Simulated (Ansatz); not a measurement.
Predict the output of the script below (Ansatz 0.2.0, Python API).

`run_torsion.py`:
```python
"""Rigid torsion scan of CH6SeSi2."""

import ansatz as az
from ase import Atoms

atoms = Atoms(["C", "Si", "Si", "Se", "H", "H", "H", "H", "H", "H"], positions=[
    (-1.1763, 0.7307, -0.7364),
    (-0.4618, -0.6499, 0.1848),
    (1.5792, -0.2563, 0.8097),
    (1.3251, -1.6219, -0.9845),
    (-0.4376, 1.3047, -1.3376),
    (-1.7009, 1.4898, -0.031),
    (-1.9642, 0.3881, -1.4452),
    (-1.2373, -1.5374, 0.9972),
    (2.0301, -0.9687, 2.0744),
    (2.1266, 1.0697, 0.4716),
])

# relax first, so that the scan starts from a minimum
first = (
    az.Crystal.molecule_from_ase(atoms).calculation()
    .basis(gaussian="def2-SVP")  # the orbital basis, by name
    .functional("b3lyp")
    .accuracy("medium")  # preset for grids and thresholds
    .relax(force_tolerance=0.02, max_steps=80)
)
atoms.positions = first.run().report["positions_ang"]

start = atoms.get_dihedral(2, 1, 0, 4)
energies = {}
for turn in range(0, 121, 20):
    turned = atoms.copy()
    turned.set_dihedral(2, 1, 0, 4, start + turn, indices=[0, 4, 5, 6])
    model = (
        az.Crystal.molecule_from_ase(turned).calculation()
        .basis(gaussian="def2-SVP")  # atom-centred Gaussian functions
        .functional("b3lyp")
        .accuracy("medium")  # preset for grids and thresholds
    )
    energies[round((start + turn) % 360)] = model.run().report["free_energy_ev"]
floor = min(energies.values())
print("dihedral Si2-Si1-C0-H4 (deg)   E - E(min) (kcal/mol)")
for angle, e in sorted(energies.items()):
    print(f"{angle:8d} {23.060548 * (e - floor):14.3f}  " + "#" * int(30 * (e - floor) / max(max(energies.values()) - floor, 1e-9)))
```

Running `python run_torsion.py` prints:
```text
dihedral Si2-Si1-C0-H4 (deg)   E - E(min) (kcal/mol)
      25          0.000
      45          0.328  #######
      65          1.008  ######################
      85          1.362  ##############################
     105          1.034  ######################
     125          0.361  #######
     145          0.015
```

Notes:
- The settings weren't tested for convergence.
- The scan is rigid and the energies are electronic, in a modest basis. With rigid groups the curve can differ much from the relaxed path, the start wasn't checked as a minimum of this torsion, and equivalent turns needn't return to the same energy.
- b3lyp holds the VWN-RPA fit, as in Gaussian; the form of ORCA and Turbomole is b3lyp5.
- The whole script took 94 s on 1 thread of Arm Neoverse V1 (shared host), peak memory 0.35 GiB.
